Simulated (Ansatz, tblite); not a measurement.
# The cluster HfZrO₄: isomers from a random search

One table from this session's results is given with a row withheld; the runs are named, their logs left out.

Method: relaxed with PBE0-D4/def2-SVP, singlet; program: Ansatz 0.2.0, Gaussian basis.

2 further runs of the same task are left out: 2 set aside as unsound or not needed.

### The starting structure

6 atoms, charge 0, spin multiplicity 1.

Atoms are counted from 1 here; the program's logs count them from 0.

Bond lengths: Hf1–O3 1.948 Å, Hf1–O5 1.950 Å, Hf1–O6 1.769 Å, Zr2–O3 1.952 Å, Zr2–O4 1.759 Å, Zr2–O5 1.953 Å. Angles: O3–Hf1–O5 82.5°, O3–Hf1–O6 138.2°, O5–Hf1–O6 139.2°, O3–Zr2–O4 138.5°, O3–Zr2–O5 82.4°, O4–Zr2–O5 139.0°, Hf1–O3–Zr2 97.6°, Hf1–O5–Zr2 97.5°.

Hf, Zr take a core potential in the def2 sets. No spin-orbit coupling is included.

A search from random starts with GFN1-xTB found 7 distinct shapes; 3 go on here. The structure above is candidate A, which lies 0.00 eV above the lowest at that level; B lies 3.15 eV above the lowest at that level; C lies 4.77 eV above the lowest at that level.

The first run:

in.yaml reads:

```yaml
crystal:
  periodic: [false, false, false]
  atoms:
    - {symbol: Hf, position_ang: [0.568960, -1.331750, -0.219790]}
    - {symbol: Zr, position_ang: [-0.595200, 1.316440, 0.269780]}
    - {symbol: O, position_ang: [1.094730, 0.379440, 0.548660]}
    - {symbol: O, position_ang: [-1.249140, 2.938630, 0.461290]}
    - {symbol: O, position_ang: [-1.132730, -0.411300, -0.463960]}
    - {symbol: O, position_ang: [1.313370, -2.891460, -0.595980]}
basis:
  gaussian: {orbitals: def2-SVP}
hamiltonian: {xc: pbe0, dispersion: d4}
scf: {lower_state_search: "off"}
output: {orbitals: {seedname: orbitals}}
relax: {f_tol: 0.02, max_steps: 100}
```

Run with:

```bash
$ ansatz run in.yaml --threads 4 --pin off --events-out ev --progress --plain --max-ram 8704MiB
```

Among the steps run: Relaxing candidate A; Relaxing candidate B; Relaxing candidate C; Candidate B, PBE0-D4/def2-TZVP; Candidate B, PBE-D4/def2-TZVP; Candidate B, r2SCAN-D4/def2-TZVP; Candidate B, ωB97M-V/def2-TZVP; Candidate B, B97M-V/def2-TZVP; Candidate B, CCSD(T)/def2-TZVP; Candidate C, PBE0-D4/def2-TZVP; Candidate C, PBE-D4/def2-TZVP; Candidate C, r2SCAN-D4/def2-TZVP; Candidate C, ωB97M-V/def2-TZVP; Candidate C, B97M-V/def2-TZVP; Candidate C, CCSD(T)/def2-TZVP.

One of the session's tables, all rows but one given; the rest of the session is left out.

It belongs to the step «C against A». 

| level | C above A (kcal/mol) |
| --- | --- |
| GFN1-xTB | +109.5 |
| GFN2-xTB | +47.0 |
| HF/def2-TZVP | +94.6 |
| PBE-D4/def2-TZVP | ? |
| r2SCAN-D4/def2-TZVP | +111.6 |
| B97M-V/def2-TZVP | +104.5 |
| PBE0-D4/def2-TZVP | +106.3 |
| ωB97M-V/def2-TZVP | +100.7 |
| MP2/def2-TZVP | +112.9 |
| CCSD/def2-TZVP | +95.5 |
| CCSD(T)/def2-TZVP | +96.1 |

Q: Estimate the row for PBE-D4/def2-TZVP from the others.

**Answer.** C above A (kcal/mol): +106.6. In the column «C above A (kcal/mol)» it lies between PBE0-D4/def2-TZVP (+106.3) and GFN1-xTB (+109.5).

CCSD(T)/def2-TZVP is no safe reference here (restricted state is unstable towards broken spin symmetry).

To keep in mind: The search was small, so a lower isomer may exist. Only singlets are compared; another spin may lie lower and prefer another shape.
